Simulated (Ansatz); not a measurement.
**U-revPBE/cc-pVTZ run of NO2 (nitrogen dioxide)**

What is the electronic atomisation energy of NO2 (nitrogen dioxide) at U-revPBE/cc-pVTZ? 

Program for the calculation: Ansatz 0.2.0.

34 further runs of the same task are left out: 34 set aside as unsound or not needed.

## 1. The structure to begin with

NO2: 3 atoms, total charge 0, spin state doublet. SMILES: `[O]N=O`. Geometry: relaxed at PBE0-D4/def2-TZVP.

Bond lengths: O1–N2 1.183 Å, N2–O3 1.183 Å. Angles: O1–N2–O3 134.8°.

## 2. The energy at U-revPBE/cc-pVTZ

The input, in.yaml:

```yaml
crystal:
  periodic: [false, false, false]
  atoms:
    - {symbol: O, position_ang: [0.209760, -1.082190, 0.000620]}
    - {symbol: N, position_ang: [-0.265470, -0.009110, -0.145890]}
    - {symbol: O, position_ang: [0.055690, 1.091300, 0.145270]}
basis:
  gaussian:
    orbitals: cc-pVTZ
magnetization:
  spin_polarized: true
  initial_magnetization: 1
hamiltonian:
  xc: {name: revPBE}
accuracy: high
output:
  orbitals: {seedname: orbitals}
```

Launch:

```bash
$ ansatz run in.yaml --threads 1 --pin off --max-ram 3480MiB --events-out events.jsonl --progress --plain --runs-dir runs
```

The program printed:

```text
Warning: RAYON_NUM_THREADS=1 ignored (pool sized by the plan → 1); use --threads N
Functional definition: revPBE
  name "revPBE"
  parameter kappa = 1.245
  parameter beta = 0.06672455060314922
  exchange = pbe_x(kappa = kappa, mu = beta*pi^2/3)
  correlation = pbe_c(beta = beta)
1456 factors; integrals over basis functions are off by at most 2.5e-9 eV
mean field evaluation 1: about -5579.2649 eV, gradient 2.8e1 eV
mean field evaluation 2: about -5573.4084 eV, gradient 5.2e1 eV
mean field evaluation 4: about -5581.5686 eV, gradient 1.1e0 eV
mean field evaluation 8: about -5581.5682 eV, gradient 1.2e-2 eV
mean field evaluation 16: about -5581.5682 eV, gradient 5.8e-6 eV
mean field -5581.56822670 eV, -205.1188490084 hartree, gradient 5.5e-8 eV, S^2 0.751684; 0 other end points of the search recorded, 0 dependent functions left out
reference -5581.56822841 eV, -205.1188490711 hartree; 12, 11 occupied and 78, 79 virtual orbitals, 1456 factors
Total energy: -5581.56822841 eV, -205.1188490711 hartree
```

Wall time 3.3 s (1 thread of Arm Neoverse V2, shared host); peak memory 0.19 GiB.

## 3. The N atom at the same level

The input, molecule.yaml:

```yaml
crystal:
  periodic: [false, false, false]
  atoms:
    - {symbol: "N", position_ang: [0.000000, 0.000000, 0.000000]}
basis:
  gaussian:
    orbitals: cc-pVTZ
magnetization:
  spin_polarized: true
  initial_magnetization: 3
hamiltonian:
  xc: {name: revPBE}
accuracy: high
```

Run the same way, it converges to -54.58509 Eh (log not shown).

## 4. The O atom at the same level

The input, job.yaml:

```yaml
crystal:
  periodic: [false, false, false]
  atoms:
    - {symbol: O, position_ang: [0.000000, 0.000000, 0.000000]}
basis:
  gaussian: {orbitals: cc-pVTZ}
hamiltonian: {xc: {name: revPBE}}
accuracy: high
magnetization: {spin_polarized: true, initial_magnetization: 2}
```

Launch:

```bash
$ ansatz run job.yaml --threads 1 --pin off --max-ram 3480MiB --events-out events.jsonl --progress --plain --runs-dir runs
```

The program printed (excerpt; [...] marks lines left out):

```text
Warning: RAYON_NUM_THREADS=1 ignored (pool sized by the plan → 1); use --threads N
[... 6 set-up lines as earlier in the session ...]
299 factors; integrals over basis functions are off by at most 2.4e-9 eV
mean field evaluation 1: about -2042.3876 eV, gradient 9.7e0 eV
mean field evaluation 2: about -2042.4448 eV, gradient 8.2e0 eV
mean field evaluation 4: about -2042.6564 eV, gradient 3.0e-2 eV
mean field evaluation 8: about -2042.6566 eV, gradient 4.0e-4 eV
mean field evaluation 16: about -2042.6555 eV, gradient 2.1e-1 eV
mean field -2042.65659651 eV, -75.0662453592 hartree, gradient 4.0e-8 eV, S^2 2.002596; 1 other end points of the search recorded, 0 dependent functions left out
reference -2042.65659774 eV, -75.0662454045 hartree; 5, 3 occupied and 25, 27 virtual orbitals, 299 factors
Total energy: -2042.65659774 eV, -75.0662454045 hartree
```

It took 0.52 s on 1 thread of Arm Neoverse V2, shared host.

## 5. Results

Level: U-revPBE/cc-pVTZ.

| quantity | value |
| --- | --- |
| molecule: total energy | -205.11885 Eh |
| molecule: HOMO energy (highest over α and β) | -6.02 eV |
| molecule: LUMO energy (lowest over α and β) | -4.49 eV |
| molecule: ⟨S²⟩ | 0.752 |
| N atom: total energy | -54.58509 Eh |
| N atom: ⟨S²⟩ | 3.752 |
| O atom: total energy | -75.06625 Eh |
| O atom: ⟨S²⟩ | 2.003 |
| electronic atomisation energy | 10.919 eV |

In words: Taking the molecule apart into free atoms costs 10.92 eV (252 kcal/mol), before zero-point energy and without spin-orbit coupling.
